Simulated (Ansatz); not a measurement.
**WS2: a single-point run**

Aim: a sound single-point run of WS2. The structure is shown as the input types it. The cell is built on a prototype (fluorite) and needn't be the phase found in nature.

Computed with Ansatz 0.2.0 (density functional or hybrid calculation with the settings of its input, plane waves (as first typed), unless a step's input says otherwise).

6 further runs of the same task are left out: 2 for a known fault of the program, 4 that didn't finish.

**1. The structure to begin with**

Symmetry: Fm-3m, No. 225, cubic system. The conventional cell has a = 5.862 Å, b = 5.862 Å, c = 5.862 Å, α = 90.00°, β = 90.00°, γ = 90.00°. W (site symmetry m-3m) is surrounded by 8 S at 2.54 Å. S (site symmetry -43m) has 4 W at 2.54 Å as nearest neighbours.

Structure file:

```xyz
3
Lattice="0.0000 2.9312 2.9312 2.9312 0.0000 2.9312 2.9312 2.9312 0.0000" Properties=species:S:1:pos:R:3 pbc="T T T"
W     0.0000    0.0000    0.0000
S     1.4656    1.4656    1.4656
S     4.3967    4.3967    4.3967
```

**2. The calculation**

Input file input.yaml:

```yaml
crystal:
  lattice:
    - [0.0, 2.9311595479, 2.9311595479]
    - [2.9311595479, 0.0, 2.9311595479]
    - [2.9311595479, 2.9311595479, 0.0]
  atoms:
    - { symbol: W, position: [0.0, 0.0, 0.0] }
    - { symbol: S, position: [0.25, 0.25, 0.25] }
    - { symbol: S, position: [0.75, 0.75, 0.75] }
kpoints:
  mp_grid: { grid: [6, 6, 6] }
hamiltonian:
  xc: r2scan
scf:
  occupations: { method: fermi_dirac, width: 0.02 }
  n_extra_bands: 4
  max_iter: 61
output:
  forces: true
  stress: true
  eigenvalues: true
basis:
  ecutwfc: 40
```

The run is started by

```sh
> ansatz run input.yaml --threads 4 --pin off --max-ram 3686MiB --backend cpu --events-out ev --progress --plain --runs-dir out
```

Q: Will this input give a usable result? If not, why, and what should change?

This run ends as converged, with warnings (cutoff below recommended). It gives a pressure of -1025 GPa, which is large.

In the input, basis.ecutwfc is 40. The cutoff lies far under what these potentials need. The potentials' recommended cutoff is 500 eV.

The test: delete basis.ecutwfc (the default then holds).
